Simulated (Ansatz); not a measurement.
# Ga16SiN15: the cost of one run

Computed with Ansatz 0.2.0 (DFT, PBE, plane-wave PAW, default files, scalar-relativistic, as far as a step names no other, unless a step's input says otherwise).

The COD entry's cell or inner coordinates are ideal or old and differ from later refinements, so a difference from it is no clean test against experiment.

## 1. The starting structure

It takes space group P3m1 (No. 156, trigonal). The conventional cell has a = 6.360 Å, b = 6.360 Å, c = 10.332 Å, α = 90.00°, β = 90.00°, γ = 120.00°. Ga (site symmetry 3m) has 1 Si at 1.94 Å and 3 N at 1.95 Å as nearest neighbours. Ga (site symmetry 3m) has 4 N at 1.94 to 1.95 Å as nearest neighbours. Ga (site symmetry m) has 4 N at 1.94 to 1.95 Å as nearest neighbours. Ga (site symmetry m) has 3 N at 1.94 to 1.95 Å and 1 Si at 1.95 Å as nearest neighbours. Only part of the 16 independent sites is listed.

Coordinates:

```xyz
32
Lattice="6.3600 0.0000 0.0000 -3.1800 5.5079 0.0000 0.0000 0.0000 10.3320" Properties=species:S:1:pos:R:3 pbc="T T T"
Ga    0.0000    1.8360    0.0000
Ga    0.0000    1.8360    5.1660
Ga   -1.5900    4.5899    0.0000
Ga   -1.5900    4.5899    5.1660
Ga    3.1800    1.8360    0.0000
Ga    3.1800    1.8360    5.1660
Ga    1.5900    4.5899    0.0000
Ga    1.5900    4.5899    5.1660
Ga    1.5900    0.9180    2.5830
Ga    1.5900    0.9180    7.7490
Ga    0.0000    3.6719    2.5830
Ga    0.0000    3.6719    7.7490
Ga    4.7700    0.9180    2.5830
Ga    4.7700    0.9180    7.7490
Ga    3.1800    3.6719    2.5830
Ga    3.1800    3.6719    7.7490
Si    0.0000    1.8360    1.9373
N     0.0000    1.8360    7.1033
N    -1.5900    4.5899    1.9373
N    -1.5900    4.5899    7.1033
N     3.1800    1.8360    1.9373
N     3.1800    1.8360    7.1033
N     1.5900    4.5899    1.9373
N     1.5900    4.5899    7.1033
N     1.5900    0.9180    4.5203
N     1.5900    0.9180    9.6863
N     0.0000    3.6719    4.5203
N     0.0000    3.6719    9.6863
N     4.7700    0.9180    4.5203
N     4.7700    0.9180    9.6863
N     3.1800    3.6719    4.5203
N     3.1800    3.6719    9.6863
```

Atom 17 of the input is the impurity.

## 2. First run, atoms as given

input.yaml reads:

```yaml
crystal:
  lattice:
    - [6.36, 0.0, 0.0]
    - [-3.18, 5.507921568, 0.0]
    - [0.0, 0.0, 10.332]
  atoms:
    - { symbol: Ga, position: [0.1666666666, 0.3333333334, 0.0] }
    - { symbol: Ga, position: [0.1666666666, 0.3333333334, 0.5] }
    - { symbol: Ga, position: [0.1666666666, 0.8333333334, 0.0] }
    - { symbol: Ga, position: [0.1666666666, 0.8333333334, 0.5] }
    - { symbol: Ga, position: [0.6666666666, 0.3333333334, 0.0] }
    - { symbol: Ga, position: [0.6666666666, 0.3333333334, 0.5] }
    - { symbol: Ga, position: [0.6666666666, 0.8333333334, 0.0] }
    - { symbol: Ga, position: [0.6666666666, 0.8333333334, 0.5] }
    - { symbol: Ga, position: [0.3333333334, 0.1666666666, 0.25] }
    - { symbol: Ga, position: [0.3333333334, 0.1666666666, 0.75] }
    - { symbol: Ga, position: [0.3333333334, 0.6666666666, 0.25] }
    - { symbol: Ga, position: [0.3333333334, 0.6666666666, 0.75] }
    - { symbol: Ga, position: [0.8333333334, 0.1666666666, 0.25] }
    - { symbol: Ga, position: [0.8333333334, 0.1666666666, 0.75] }
    - { symbol: Ga, position: [0.8333333334, 0.6666666666, 0.25] }
    - { symbol: Ga, position: [0.8333333334, 0.6666666666, 0.75] }
    - { symbol: Si, position: [0.1666666666, 0.3333333334, 0.1875], spin: 1.0 }
    - { symbol: "N", position: [0.1666666666, 0.3333333334, 0.6875] }
    - { symbol: "N", position: [0.1666666666, 0.8333333334, 0.1875] }
    - { symbol: "N", position: [0.1666666666, 0.8333333334, 0.6875] }
    - { symbol: "N", position: [0.6666666666, 0.3333333334, 0.1875] }
    - { symbol: "N", position: [0.6666666666, 0.3333333334, 0.6875] }
    - { symbol: "N", position: [0.6666666666, 0.8333333334, 0.1875] }
    - { symbol: "N", position: [0.6666666666, 0.8333333334, 0.6875] }
    - { symbol: "N", position: [0.3333333334, 0.1666666666, 0.4375] }
    - { symbol: "N", position: [0.3333333334, 0.1666666666, 0.9375] }
    - { symbol: "N", position: [0.3333333334, 0.6666666666, 0.4375] }
    - { symbol: "N", position: [0.3333333334, 0.6666666666, 0.9375] }
    - { symbol: "N", position: [0.8333333334, 0.1666666666, 0.4375] }
    - { symbol: "N", position: [0.8333333334, 0.1666666666, 0.9375] }
    - { symbol: "N", position: [0.8333333334, 0.6666666666, 0.4375] }
    - { symbol: "N", position: [0.8333333334, 0.6666666666, 0.9375] }
magnetization:
  spin_polarized: true
kpoints:
  mp_grid: { grid: [4, 4, 2] }
scf:
  occupations: { method: fermi_dirac, width: 0.01 }
hamiltonian:
  xc: pbe
  pseudopotentials: { kind: paw }
output:
  forces: true
  stress: true
  populations: true
  efg:
    quadrupole_moments_barn: { Ga: 0.107, "N": 0.02044 }
    contact_densities: true
```

Launch:

```bash
ansatz run input.yaml --threads 4 --pin off --max-ram 8192MiB --backend cpu --events-out ev --progress --plain --runs-dir out
```

What time and memory should one allow on 4 threads of Arm Neoverse V1, shared host?

About 63 s, with a peak of 1.9 GiB.
